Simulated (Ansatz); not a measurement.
# HfB3N: the cost of one run

Computed with Ansatz 0.2.0 (DFT PBE, scalar-relativistic, plane waves, PAW, unless a step's input says otherwise).

### 1 The system as given

It takes space group P4/mmm (No. 123, tetragonal). The conventional cell has a = 3.494 Å, b = 3.494 Å, c = 4.539 Å, α = 90.00°, β = 90.00°, γ = 90.00°. Hf (site symmetry 4/mmm) has 2 N at 2.27 Å and 8 B at 2.58 Å as nearest neighbours. B (site symmetry 4mm) is surrounded by 2 B at 1.46 to 1.54 Å. B (site symmetry 4/mmm) has 2 B at 1.54 Å as nearest neighbours. N (site symmetry 4/mmm) is surrounded by 2 Hf at 2.27 Å.

Coordinates:

```cif
data_structure
_symmetry_space_group_name_H-M 'P4/mmm'
_symmetry_Int_Tables_number 123
_cell_length_a 3.4936
_cell_length_b 3.4936
_cell_length_c 4.5387
_cell_angle_alpha 90.000
_cell_angle_beta 90.000
_cell_angle_gamma 90.000
_cell_volume 55.39
loop_
_atom_site_label
_atom_site_type_symbol
_atom_site_symmetry_multiplicity
_atom_site_Wyckoff_symbol
_atom_site_fract_x
_atom_site_fract_y
_atom_site_fract_z
_atom_site_occupancy
Hf1 Hf 1 d 0.50000 0.50000 0.50000 1
B1 B 2 g 0.00000 0.00000 0.33871 1
B2 B 1 a 0.00000 0.00000 0.00000 1
N1 N 1 c 0.50000 0.50000 0.00000 1
```

It is the end of an earlier relaxation with the same method, from an invented guess; it needn't be the stable form of this composition. At a tolerance of 0.05 Å it has space group P4/mmm (No. 123); it has 11.08 Å³/atom, an uncorrected energy of +0.34 eV/atom over the elements.

### 2 Electronic structure at the relaxed geometry

input.yaml reads:

```yaml
crystal:
  lattice:
    - [3.4935662964, 0.0, 0.0]
    - [0.0, 3.4935662964, 0.0]
    - [0.0, 0.0, 4.5386574456]
  atoms:
    - { symbol: Hf, position: [0.5, 0.5, 0.5] }
    - { symbol: B, position: [0.0, 0.0, 0.3387091353] }
    - { symbol: B, position: [0.0, 0.0, 0.6612908647] }
    - { symbol: B, position: [0.0, 0.0, 0.0] }
    - { symbol: "N", position: [0.5, 0.5, 0.0] }
basis:
  ecutwfc: 420
kpoints:
  mp_grid: { grid: [12, 12, 8] }
  band_path:
    path:
      - [[0.0, 0.0, 0.0], [0.0, 0.5, 0.0], [0.5, 0.5, 0.0], [0.0, 0.0, 0.0], [0.0, 0.0, 0.5], [0.0, 0.5, 0.5], [0.5, 0.5, 0.5], [0.0, 0.0, 0.5]]
      - [[0.0, 0.5, 0.0], [0.0, 0.5, 0.5]]
      - [[0.5, 0.5, 0.0], [0.5, 0.5, 0.5]]
    npoints: 14
hamiltonian:
  xc: pbe
scf:
  occupations: { method: gaussian, width: 0.1 }
  n_extra_bands: 12
output:
  forces: true
  stress: true
  eigenvalues: true
  populations: true
  dos: { projected: true, de: 0.02, nscf_kmesh: { grid: [15, 15, 10] } }
  bader: true
  write_density: true
  write_potential: true
  elf: true
  volumetric_format: npy
```

Launch:

```
$ ansatz run input.yaml --threads 1 --pin off --max-ram 2560MiB --backend cpu --events-out ev --progress --plain --runs-dir out
```

Q: Estimate wall time and peak memory on 1 thread of Arm Neoverse N1, shared host.

About 2.8 min, with a peak of 0.51 GiB.
